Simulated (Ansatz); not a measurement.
LaMgO3, space group Pm-3m, relaxations under a series of pressures

Program: Ansatz 0.2.0, Python API.

Typed at the interpreter:
```pycon
>>> import warnings
>>> import ansatz
>>> import numpy as np
>>> import pandas as pd
>>> XC = 'lda'
>>> K_DENSITY = 3.8
>>> TOLERANCE = 1e-10
>>> def edges_and_angles(cell):
...     cell = np.asarray(cell)
...     a, b, c = np.linalg.norm(cell, axis=1)
...     cosines = cell[1] @ cell[2] / (b * c), cell[0] @ cell[2] / (a * c), cell[0] @ cell[1] / (a * b)
...     return (a, b, c, *np.degrees(np.arccos(cosines)))
...
>>> warnings.simplefilter('ignore', ansatz.DeckWarning)
>>> xtal = (
...     ansatz.Lattice.from_parameters(3.945789, 3.945789, 3.945789, alpha=90.0, beta=90.0, gamma=90.0)
...     .atom('La', [0.0, 0.0, 0.0])
...     .atom('Mg', [0.5, 0.5, 0.5])
...     .atom('O', [0.5, 0.5, 0.0])
...     .atom('O', [0.5, 0.0, 0.5])
...     .atom('O', [0.0, 0.5, 0.5])
... )
>>> [site.symbol for site in xtal.resolved().sites]
['La', 'Mg', 'O', 'O', 'O']
>>> job = xtal.calculation()
>>> job = job.functional(XC).kpoints(density=K_DENSITY)
>>> job = job.occupations(ansatz.OccupationsMethod.FERMI_DIRAC).scf(tolerance=TOLERANCE)
>>> # H = F + PV, with 1 GPa A^3 = 1/160.21766 eV
>>> rows = []
>>> for pressure in [0, 2, 4, 6, 8]:
...     done = job.relax(cell=True, pressure=pressure, force_tolerance=0.01, max_steps=100).run(threads=1)
...     cell = done.lattice.cell_ang
...     n_atoms = len(done.lattice.sites)
...     volume = abs(np.linalg.det(cell)) / n_atoms
...     enthalpy = done.report['free_energy_ev'] / n_atoms + pressure * volume / 160.21766
...     rows.append((pressure, volume, enthalpy, *edges_and_angles(cell)))
...     print(f'{pressure} GPa done: {volume:.4f} A^3/atom')
...
0 GPa done: 11.3875 A^3/atom
2 GPa done: 11.2519 A^3/atom
4 GPa done: 11.1243 A^3/atom
6 GPa done: 11.0038 A^3/atom
8 GPa done: 10.8897 A^3/atom
>>> table = pd.DataFrame(rows, columns=['P_GPa', 'V_A3_atom', 'H_eV_atom', 'a', 'b', 'c', 'alpha', 'beta', 'gamma'])
>>> table.round(4)
   P_GPa  V_A3_atom  H_eV_atom       a       b       c  alpha  beta  gamma
0      0    11.3875 -1929.8414  3.8471  3.8471  3.8471   90.0  90.0   90.0
1      2    11.2519 -1929.7001  3.8318  3.8318  3.8318   90.0  90.0   90.0
2      4    11.1243 -1929.5604  3.8172  3.8172  3.8172   90.0  90.0   90.0
3      6    11.0038 -1929.4224  3.8034  3.8034  3.8034   90.0  90.0   90.0
4      8    10.8897 -1929.2857  3.7902  3.7902  3.7902   90.0  90.0   90.0
>>> p, v = np.array([row[0] for row in rows], float), np.array([row[1] for row in rows])
>>> print('mean bulk modulus between rows (GPa):', np.round(-np.diff(p) / np.diff(np.log(v)), 1))
mean bulk modulus between rows (GPa): [167.  175.3 183.7 191.8]
```

The volume falls from 11.39 Å³ an atom at 0 GPa to 10.89 at 8 GPa, by 4.4 %. Between 0 and 2 GPa, -V dP/dV is about 167 GPa, a mean over that step.

Reading the output:
- Absolute energies stand on the zero of these potentials, so only differences at equal settings mean something.
- The cell holds an odd number of electrons and is run without spin, so a magnetic state may lie lower.
- At a fixed pressure a relaxation lowers the enthalpy F + PV, while F alone can rise.
- For a metal this k-point mesh is coarse: on a finer one energies can move by several to tens of meV an atom and pressures by half a GPa or more, differences at one mesh by less.
- The structure comes from a database of computed cells and needn't be a stable or known phase.
- Symmetry holds the cell in this phase, whether or not it is the stable one at each pressure.
- Wall time of the script: 62 s on 1 thread of Arm Neoverse V2, on a shared host, peak memory 0.47 GiB.
